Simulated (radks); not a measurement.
# Nuclear size and the levels of Ne⁺

The task here is to estimate one member of a computed series from the others.

The numbers are computed with radks (a radial shooting solver on a logarithmic mesh, Libxc functionals) version 1 (Dirac Kohn-Sham, LDA (Slater exchange, Perdew-Wang correlation), spin-unpolarised, spherical densities, finite nucleus; open shells are shared between the two j in proportion to 2j + 1), except any that are marked as measured or tabulated.

### The system

- element: neon (Z = 10)
- charge: +1
- electrons: 9
- configuration: [He] 2s2 2p5
- nuclear rms radius: 3.0055 fm

The outer shells:

Ne⁺
```
[He] core
2s [↑↓]
2p [↑↓][↑↓][↑ ]
```

The first run:

Settings of this run:

```text
Z 10
configuration [He] 2s2 2p5 3s0 3p0
relativity Dirac
functional lda,pw
spin unpolarised
j_filling average
nucleus finite rms 3.0055 fm
c 137.035999084
```

Among the steps run: rms radius 3.0055 fm.

One table of the session follows, with a row left open; its other results are not shown here.

It belongs to the step «rms radius 3.0055 fm». Radial density 4πr²ρ:

| r (bohr) | 4πr²ρ (e/bohr) |
| --- | --- |
| 0.00648 | 0.2904 |
| 0.00951 | 0.5880 |
| 0.0140 | 1.157 |
| 0.0205 | 2.185 |
| 0.0301 | 3.884 |
| 0.0442 | ? |
| 0.0649 | 9.046 |
| 0.0953 | 10.78 |
| 0.140 | 10.01 |
| 0.205 | 7.055 |
| 0.304 | 5.167 |
| 0.446 | 6.414 |
| 0.655 | 7.526 |
| 0.962 | 5.420 |
| 1.41 | 2.124 |
| 2.07 | 0.3965 |
| 3.04 | 0.02774 |

Q: Estimate the row for r (bohr) = 0.0442 from the others.

Worked estimate for «4πr²ρ (e/bohr)». A straight line through the neighbours (0.0301, 3.884) and (0.0649, 9.046) gives 3.884 + (9.046 − 3.884) × (0.0442 − 0.0301) / (0.0649 − 0.0301) = 5.976; a parabola fitted to 4 rows on both sides gives 6.401.

**Answer.** 4πr²ρ (e/bohr): 6.319. In «4πr²ρ (e/bohr)» the line misses by -0.343 and the parabola by +0.082.
